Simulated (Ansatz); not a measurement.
**CH₅O₃Sc: a ladder of functionals and wavefunction methods**

One table from this session's results is given with a row withheld; the runs are named, their logs left out.

Computed with Ansatz 0.2.0, Gaussian basis. Level: functionals in def2-TZVPP, the program's frozen cores in correlated methods.

The runs, in order: LDA (SPW92), PBE-D4, revPBE-D4, BLYP-D4, r2SCAN-D4, B97M-V, PBE0-D4, B3LYP-D4, r2SCANh-D4, r2SCAN0-D4, HSE06-D4, BHLYP-D4, CAM-B3LYP-D4, LC-ωPBE, ωB97X-V, ωB97M-V, B2PLYP, PBE-QIDH; CCSD(T)/def2-SVP; CCSD(T)/def2-TZVPP; MP2/def2-QZVPP; extrapolation to the limit; RPA on PBE.

### The relaxed structure

An earlier PBE0-D4 in a triple-zeta def2 set relaxation fixed the geometry.

SMILES `C[O][Sc]([OH])[OH]`, 10 atoms, charge 0, spin multiplicity 1.

Atoms are counted from 1 here; the program's logs count them from 0.

Bond lengths: C1–O2 1.383 Å, C1–H6 1.097 Å, C1–H7 1.098 Å, C1–H8 1.097 Å, O2–Sc3 1.865 Å, Sc3–O4 1.873 Å, Sc3–O5 1.873 Å, O4–H9 0.951 Å, O5–H10 0.951 Å. Angles: O2–C1–H6 111.1°, O2–C1–H7 111.4°, O2–C1–H8 111.1°, H6–C1–H7 107.8°, H6–C1–H8 107.5°, H7–C1–H8 107.8°, C1–O2–Sc3 177.6°, O2–Sc3–O4 119.6°, O2–Sc3–O5 119.3°, O4–Sc3–O5 121.1°, Sc3–O4–H9 176.3°, Sc3–O5–H10 177.4°.

Coordinates:

```
C    -0.2448   -1.7533   -1.1356
O    -0.1113   -0.6100   -0.3688
Sc    0.1298    0.9527    0.6208
O    -1.0449    1.3482    2.0247
O     1.5452    2.1010    0.1911
H    -0.1096   -2.6555   -0.5255
H     0.4968   -1.7816   -1.9443
H    -1.2413   -1.8089   -1.5918
H    -1.6715    1.4971    2.7250
H     2.2516    2.7104    0.0044
```

The first run:

Contents of in.yaml:

```yaml
crystal:
  periodic: [false, false, false]
  atoms:
    - {symbol: C, position_ang: [-0.244766, -1.753348, -1.135573]}
    - {symbol: O, position_ang: [-0.111335, -0.610032, -0.368827]}
    - {symbol: Sc, position_ang: [0.129819, 0.952724, 0.620838]}
    - {symbol: O, position_ang: [-1.044867, 1.348204, 2.024742]}
    - {symbol: O, position_ang: [1.545244, 2.100991, 0.191058]}
    - {symbol: H, position_ang: [-0.109641, -2.655532, -0.525529]}
    - {symbol: H, position_ang: [0.496816, -1.781573, -1.944318]}
    - {symbol: H, position_ang: [-1.241347, -1.808936, -1.591789]}
    - {symbol: H, position_ang: [-1.671538, 1.497079, 2.725030]}
    - {symbol: H, position_ang: [2.251614, 2.710424, 0.004377]}
basis:
  gaussian: {orbitals: def2-TZVPP}
hamiltonian: {xc: lda}
output: {orbitals: {seedname: orbitals}}
```

Command:

```
$ ansatz run in.yaml --threads 4 --pin off --events-out ev --progress --plain --max-ram 10444MiB
```

Steps of the session up to this table: LDA; PBE-D4 (GGA); revPBE-D4 (GGA); BLYP-D4 (GGA); r2SCAN-D4 (meta-GGA); B97M-V (meta-GGA); B3LYP-D4 (hybrid); r2SCANh-D4 (hybrid); r2SCAN0-D4 (hybrid); HSE06-D4 (hybrid); BHLYP-D4 (hybrid); CAM-B3LYP-D4 (range-separated); LC-ωPBE (range-separated); ωB97X-V (range-separated); ωB97M-V (range-separated); B2PLYP (double hybrid); PBE-QIDH (double hybrid).

One table of the session follows, with a row left open; its other results are not shown here.

It belongs to the step «Frontier levels by functional». 

| functional | HOMO (eV) | LUMO (eV) | gap (eV) |
| --- | --- | --- | --- |
| LDA (SPW92) | -6.18 | -2.45 | 3.73 |
| PBE-D4 | -6.01 | -2.25 | 3.76 |
| revPBE-D4 | -5.94 | -2.11 | 3.83 |
| BLYP-D4 | -5.93 | -2.27 | 3.66 |
| r2SCAN-D4 | -6.31 | -1.90 | 4.41 |
| B97M-V | ? | ? | ? |
| PBE0-D4 | -7.54 | -1.35 | 6.19 |
| B3LYP-D4 | -7.31 | -1.72 | 5.59 |
| r2SCANh-D4 | -6.89 | -1.58 | 5.31 |
| r2SCAN0-D4 | -7.76 | -1.12 | 6.64 |
| HSE06-D4 | -7.13 | -1.71 | 5.42 |
| BHLYP-D4 | -9.04 | -0.70 | 8.33 |
| CAM-B3LYP-D4 | -9.00 | -0.58 | 8.42 |
| LC-ωPBE | -10.31 | 0.68 | 10.99 |
| ωB97X-V | -9.99 | 0.48 | 10.48 |
| ωB97M-V | -9.94 | 0.06 | 10.00 |

**Question.** Estimate the row for B97M-V.

**Answer.** HOMO (eV): -6.41; LUMO (eV): -2.11; gap (eV): 4.30. In the column «HOMO (eV)» it lies between r2SCANh-D4 (-6.89) and r2SCAN-D4 (-6.31).
